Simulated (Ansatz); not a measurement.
**C2H5AlO: small, medium and large basis sets**

Aim: see how fast density functionals converge with the basis set for C2H5AlO.

Method: one geometry, several basis sets; program: Ansatz 0.2.0, Gaussian basis.

Plan: PBE0-D4/def2-SVP; ωB97M-V/def2-SVP; PBE0-D4/def2-QZVPP; ωB97M-V/def2-QZVPP; the functionals' def2-TZVPP values are taken from earlier runs.

## (1) The relaxed structure

An earlier PBE0-D4 in a triple-zeta def2 set relaxation fixed the geometry.

SMILES `[OH][Al]1[CH2][CH2]1`, 9 atoms, charge 0, spin multiplicity 1.

Atoms are counted from 1 here; the program's logs count them from 0.

Bond lengths: O1–Al2 1.687 Å, O1–H5 0.956 Å, Al2–C3 1.886 Å, Al2–C4 1.892 Å, C3–C4 1.619 Å, C3–H6 1.089 Å, C3–H7 1.089 Å, C4–H8 1.089 Å, C4–H9 1.089 Å. Angles: Al2–O1–H5 123.8°, O1–Al2–C3 153.1°, O1–Al2–C4 156.2°, C3–Al2–C4 50.7°, Al2–C3–C4 64.8°, Al2–C3–H6 123.1°, Al2–C3–H7 123.0°, C4–C3–H6 113.8°, C4–C3–H7 113.7°, H6–C3–H7 109.5°, Al2–C4–C3 64.4°, Al2–C4–H8 123.1°, Al2–C4–H9 123.2°, C3–C4–H8 113.7°, C3–C4–H9 113.8°, H8–C4–H9 109.5°.

## (2) PBE0-D4 in def2-SVP

in.yaml

```yaml
crystal:
  periodic: [false, false, false]
  atoms:
    - {symbol: O, position_ang: [-0.446362, 1.463254, -2.087370]}
    - {symbol: Al, position_ang: [-0.117510, 0.519615, -0.728164]}
    - {symbol: C, position_ang: [1.005663, -0.111495, 0.649505]}
    - {symbol: C, position_ang: [-0.491950, -0.726277, 0.645547]}
    - {symbol: H, position_ang: [-1.289957, 1.472104, -2.536696]}
    - {symbol: H, position_ang: [1.785500, -0.854083, 0.486949]}
    - {symbol: H, position_ang: [1.237699, 0.471672, 1.539505]}
    - {symbol: H, position_ang: [-0.523985, -1.802259, 0.479122]}
    - {symbol: H, position_ang: [-1.070598, -0.478730, 1.534501]}
basis:
  gaussian: {orbitals: def2-SVP}
hamiltonian: {xc: pbe0, dispersion: d4}
output: {orbitals: {seedname: orbitals}}
```

Started as:

```
ansatz run in.yaml --threads 2 --pin off --events-out ev --progress --plain --max-ram 4352MiB
```

Further steps of the session: ωB97M-V in def2-SVP; PBE0-D4 in def2-QZVPP; ωB97M-V in def2-QZVPP.

**Question.** What will the summary of the whole plan be? Wanted: PBE0-D4: double and triple zeta above quadruple; ωB97M-V: double and triple zeta above quadruple.

The runs gave:

| quantity | value |
| --- | --- |
| PBE0-D4: double and triple zeta above quadruple | 7.84, 0.45 eV |
| ωB97M-V: double and triple zeta above quadruple | 8.00, 0.44 eV |

In words: For PBE0-D4 the step from double to triple zeta gains 7.39 eV and the next only 0.45 eV. Total energies overstate the basis error of differences, where much of it tends to cancel. The LUMO of ωB97M-V is positive and keeps falling with the basis (1.09 to 0.38 eV): an unbound level that the basis holds in place.
